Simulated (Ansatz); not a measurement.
# MgSc: a relaxation

Wanted: a converged relaxation for MgSc, and a check of what comes out. The structure is shown as the input types it.

Program: Ansatz 0.2.0. Level of theory: DFT, PBEsol, PAW with Ansatz's default frozen-core files, scalar-relativistic; relaxation of cell and atoms. These are calculated values, not measurements.

## (1) Starting point

The structure is cubic, space group Pm-3m (No. 221). Conventional cell: a = 2.518 Å, b = 2.518 Å, c = 2.518 Å, α = 90.00°, β = 90.00°, γ = 90.00°. Around Mg (site symmetry m-3m) lie 8 Sc at 2.18 Å. Sc (site symmetry m-3m) has 8 Mg at 2.18 Å in its first shell of neighbours.

Coordinates:

```
Mg Sc
1.0
     2.51752    0.00000    0.00000
     0.00000    2.51752    0.00000
     0.00000    0.00000    2.51752
Mg Sc
1 1
Direct
  0.00000 0.00000 0.00000
  0.50000 0.50000 0.50000
```

## (2) Input and run

input.yaml reads:

```yaml
crystal:
  lattice:
    - [2.51751587, 0.0, 0.0]
    - [0.0, 2.51751587, 0.0]
    - [0.0, 0.0, 2.51751587]
  atoms:
    - { symbol: Mg, position: [0.0, 0.0, 0.0] }
    - { symbol: Sc, position: [0.5, 0.5, 0.5] }
kpoints:
  mp_grid: { grid: [12, 12, 12] }
scf:
  occupations: { method: fermi_dirac, width: 0.1 }
  max_iter: 60
hamiltonian:
  xc: pbesol
  pseudopotentials: { kind: paw }
relax:
  f_tol: 0.002
  max_steps: 80
  cell: {}
output:
  forces: true
  stress: true
```

The run is started by

```bash
$ ansatz run input.yaml --threads 1 --pin off --max-ram 3072MiB --backend cpu --events-out ev --progress --plain --runs-dir out
```

**Question.** How will this run end, and is anything wrong with its input?

The program finished normally. That alone doesn't make the input a sound one.

All distances are much too short, so cores begin to overlap. The shortest distance in the input is 2.18 Å, between atoms 1 (Mg) and 2 (Sc).

What to do: restore the intended size.
